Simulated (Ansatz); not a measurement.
**C₂H₉BO: small, medium and large basis sets**

One table from this session's results is given with a row withheld; the runs are named, their logs left out.

Computed with Ansatz 0.2.0, Gaussian basis. Level: one geometry, several basis sets.

Plan: PBE0-D4/def2-SVP; ωB97M-V/def2-SVP; PBE0-D4/def2-QZVPP; ωB97M-V/def2-QZVPP; CCSD(T)/cc-pV(D+d)Z; CCSD(T)/cc-pV(T+d)Z; CCSD(T)/cc-pV(Q+d)Z; the functionals' def2-TZVPP values are taken from earlier runs.

### The relaxed structure

An earlier PBE0-D4 in a triple-zeta def2 set relaxation fixed the geometry.

SMILES `C[BH-](C)[OH2+]`, 13 atoms, charge 0, spin multiplicity 1.

Atoms are counted from 1 here; the program's logs count them from 0.

Bond lengths: C1–B2 1.592 Å, C1–H5 1.094 Å, C1–H6 1.099 Å, C1–H7 1.096 Å, B2–C3 1.598 Å, B2–O4 1.760 Å, B2–H8 1.212 Å, C3–H9 1.096 Å, C3–H10 1.097 Å, C3–H11 1.098 Å, O4–H12 0.965 Å, O4–H13 0.964 Å. Angles: B2–C1–H5 113.5°, B2–C1–H6 113.5°, B2–C1–H7 109.0°, H5–C1–H6 108.0°, H5–C1–H7 106.6°, H6–C1–H7 105.8°, C1–B2–C3 117.3°, C1–B2–O4 102.3°, C1–B2–H8 115.9°, C3–B2–O4 103.9°, C3–B2–H8 115.0°, O4–B2–H8 98.4°, B2–C3–H9 108.8°, B2–C3–H10 114.3°, B2–C3–H11 113.6°, H9–C3–H10 105.7°, H9–C3–H11 106.0°, H10–C3–H11 107.8° and more.

Geometry (Å):

```mol
C2H9BO
  3D, bonds by distance, orders not assigned

 13 12  0  0  0  0  0  0  0  0999 V2000
   -0.9096    0.7562   -0.9696 C   0  0
   -0.0677   -0.4211   -0.3078 B   0  0
    1.4136   -0.0761    0.1835 C   0  0
   -0.9494   -0.7199    1.1855 O   0  0
   -1.9579    0.4972   -1.1448 H   0  0
   -0.8832    1.6912   -0.3931 H   0  0
   -0.4788    0.9958   -1.9479 H   0  0
   -0.1988   -1.5154   -0.8128 H   0  0
    2.0513    0.0752   -0.6947 H   0  0
    1.8936   -0.8730    0.7648 H   0  0
    1.4783    0.8518    0.7677 H   0  0
   -0.9145    0.0911    1.7078 H   0  0
   -0.4565   -1.3878    1.6763 H   0  0
  1  2  8  0
  2  3  8  0
  2  4  8  0
  1  5  8  0
  1  6  8  0
  1  7  8  0
  2  8  8  0
  3  9  8  0
  3 10  8  0
  3 11  8  0
  4 12  8  0
  4 13  8  0
M  END
```

The first run:

Input file in.yaml:

```yaml
crystal:
  periodic: [false, false, false]
  atoms:
    - {symbol: C, position_ang: [-0.909604, 0.756211, -0.969591]}
    - {symbol: B, position_ang: [-0.067674, -0.421102, -0.307791]}
    - {symbol: C, position_ang: [1.413594, -0.076096, 0.183509]}
    - {symbol: O, position_ang: [-0.949433, -0.719913, 1.185489]}
    - {symbol: H, position_ang: [-1.957939, 0.497244, -1.144761]}
    - {symbol: H, position_ang: [-0.883176, 1.691151, -0.393098]}
    - {symbol: H, position_ang: [-0.478784, 0.995843, -1.947945]}
    - {symbol: H, position_ang: [-0.198789, -1.515423, -0.812785]}
    - {symbol: H, position_ang: [2.051261, 0.075163, -0.694746]}
    - {symbol: H, position_ang: [1.893634, -0.873009, 0.764835]}
    - {symbol: H, position_ang: [1.478286, 0.851838, 0.767714]}
    - {symbol: H, position_ang: [-0.914494, 0.091136, 1.707778]}
    - {symbol: H, position_ang: [-0.456482, -1.387845, 1.676292]}
basis:
  gaussian: {orbitals: def2-SVP}
hamiltonian: {xc: pbe0, dispersion: d4}
output: {orbitals: {seedname: orbitals}}
```

Started as:

```console
$ ansatz run in.yaml --threads 2 --pin off --events-out ev --progress --plain --max-ram 32768MiB --backend cpu
```

Among the steps run: PBE0-D4 in def2-SVP; ωB97M-V in def2-SVP; PBE0-D4 in def2-QZVPP; ωB97M-V in def2-QZVPP.

One table of the session follows, with a row left open; its other results are not shown here.

```
functional       basis  HOMO (eV)  LUMO (eV)
   PBE0-D4    def2-SVP      -7.60       0.45
   PBE0-D4  def2-TZVPP      -7.74      -0.10
   PBE0-D4  def2-QZVPP          ?          ?
   ωB97M-V    def2-SVP      -9.89       2.12
   ωB97M-V  def2-TZVPP     -10.07       1.38
   ωB97M-V  def2-QZVPP     -10.09       0.82
```

Estimate the missing values for PBE0-D4, def2-QZVPP.

The run gave: HOMO (eV): -7.76; LUMO (eV): -0.43. In the column «HOMO (eV)» it lies between ωB97M-V, def2-SVP (-9.89) and PBE0-D4, def2-TZVPP (-7.74).
